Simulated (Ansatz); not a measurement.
# C₂H₃NOSe: up Jacob's ladder to CCSD(T)

How much do the methods differ for C₂H₃NOSe? The plan is to run it at one geometry with functionals of several rungs and with coupled cluster, and see how far each lands from CCSD(T) at the basis-set limit for the atomisation energy.

Computed with Ansatz 0.2.0, Gaussian basis. Level: functionals in def2-TZVPP, the program's frozen cores in correlated methods.

Plan: LDA (SPW92), PBE-D4, revPBE-D4, BLYP-D4, r2SCAN-D4, B97M-V, PBE0-D4, B3LYP-D4, r2SCANh-D4, r2SCAN0-D4, HSE06-D4, BHLYP-D4, CAM-B3LYP-D4, LC-ωPBE, ωB97X-V, ωB97M-V, B2PLYP, PBE-QIDH; CCSD(T)/def2-SVP; CCSD(T)/def2-TZVPP; MP2/def2-QZVPP; extrapolation to the limit; RPA on PBE.

**1. The relaxed structure**

An earlier PBE0-D4 in a triple-zeta def2 set relaxation fixed the geometry.

8 atoms, charge 0, spin multiplicity 1.

Atoms are counted from 1 here; the program's logs count them from 0.

Bond lengths: N1–C2 1.291 Å, N1–H6 1.022 Å, N1–H7 1.009 Å, C2–C3 1.429 Å, C3–O4 1.331 Å, C3–Se5 1.784 Å, O4–H8 0.970 Å. Angles: C2–N1–H6 122.4°, C2–N1–H7 120.5°, H6–N1–H7 116.6°, N1–C2–C3 117.9°, C2–C3–O4 115.9°, C2–C3–Se5 121.1°, O4–C3–Se5 122.6°, C3–O4–H8 108.1°.

**2. LDA**

This LDA is Slater exchange with PW92 correlation.

in.yaml reads:

```yaml
crystal:
  periodic: [false, false, false]
  atoms:
    - {symbol: N, position_ang: [-1.061919, 0.864385, -0.301881]}
    - {symbol: C, position_ang: [-0.509227, -0.293808, -0.442180]}
    - {symbol: C, position_ang: [0.827700, -0.459356, 0.033192]}
    - {symbol: O, position_ang: [1.021962, -1.461222, 0.887660]}
    - {symbol: Se, position_ang: [2.168018, 0.517534, -0.623691]}
    - {symbol: H, position_ang: [-0.563465, 1.664035, 0.093738]}
    - {symbol: H, position_ang: [-1.973347, 1.048243, -0.694012]}
    - {symbol: H, position_ang: [0.182678, -1.936913, 0.991272]}
basis:
  gaussian: {orbitals: def2-TZVPP}
hamiltonian: {xc: lda}
output: {orbitals: {seedname: orbitals}}
```

Started as:

```sh
> ansatz run in.yaml --threads 4 --pin off --events-out ev --progress --plain --max-ram 10444MiB
```

Further steps of the session: PBE-D4 (GGA); revPBE-D4 (GGA); BLYP-D4 (GGA); r2SCAN-D4 (meta-GGA); B97M-V (meta-GGA); PBE0-D4 (hybrid); B3LYP-D4 (hybrid); r2SCANh-D4 (hybrid); r2SCAN0-D4 (hybrid); HSE06-D4 (hybrid); BHLYP-D4 (hybrid); CAM-B3LYP-D4 (range-separated); LC-ωPBE (range-separated); ωB97X-V (range-separated); ωB97M-V (range-separated); B2PLYP (double hybrid); PBE-QIDH (double hybrid); CCSD(T) in def2-SVP; CCSD(T) in def2-TZVPP; MP2 in def2-QZVPP; RPA on PBE orbitals.

**Question.** What will the summary of the whole plan be? Wanted: atomisation energy, CCSD(T)/CBS; farthest beyond LDA; mean size of error, GGA; mean size of error, meta-GGA; mean size of error, hybrid; mean size of error, range-separated; mean size of error, double hybrid; gap, smallest and largest; T1 diagnostic.

The runs gave:

| quantity | value |
| --- | --- |
| atomisation energy, CCSD(T)/CBS | 3006.4 kJ/mol |
| functionals within 30.1 kJ/mol (1.0 %) | B97M-V, B3LYP-D4, r2SCANh-D4, CAM-B3LYP-D4, LC-ωPBE, ωB97X-V, ωB97M-V, B2PLYP, PBE-QIDH |
| farthest beyond LDA | PBE-D4 (+185.3 kJ/mol) |
| mean size of error, GGA | 111.9 kJ/mol |
| mean size of error, meta-GGA | 25.8 kJ/mol |
| mean size of error, hybrid | 60.5 kJ/mol |
| mean size of error, range-separated | 14.6 kJ/mol |
| mean size of error, double hybrid | 26.1 kJ/mol |
| gap, smallest and largest | 1.75 eV (LDA (SPW92)), 8.46 eV (LC-ωPBE) |
| T1 diagnostic | 0.0186 |
| triples share of the correlation energy | 4.6 % |

In words: LDA overbinds by 658.8 kJ/mol (22 %). PBE-D4 is off by +185.3 kJ/mol. Double hybrids carry the basis error of their MP2 part in triple zeta, and no dispersion term here, so their miss is partly the set-up's. The rungs range-separated, meta-GGA, double hybrid miss on average by less than the doubt on the reference (30.1 kJ/mol), so they tie; GGA functionals have the largest mean beyond LDA (111.9 kJ/mol). The reference freezes the cores and leaves out relativity and excitations past (T), and its outer-core shells are covered unevenly, so misses under about 30.1 kJ/mol can't be ranked. All levels share the lack of spin-orbit coupling, which lowers the free heavy atoms and so the true binding. Hartree-Fock recovers 62 % of the binding; the rest is correlation. CCSD(T) in def2-SVP is off by -213.2 kJ/mol, worse than the median functional, from the basis alone. Orbital gaps span 1.7 to 8.5 eV; exact exchange widens them. The restricted reference is unstable towards a spin-broken one. Correlated methods include outer-core shells of Se, which these sets cover unevenly.
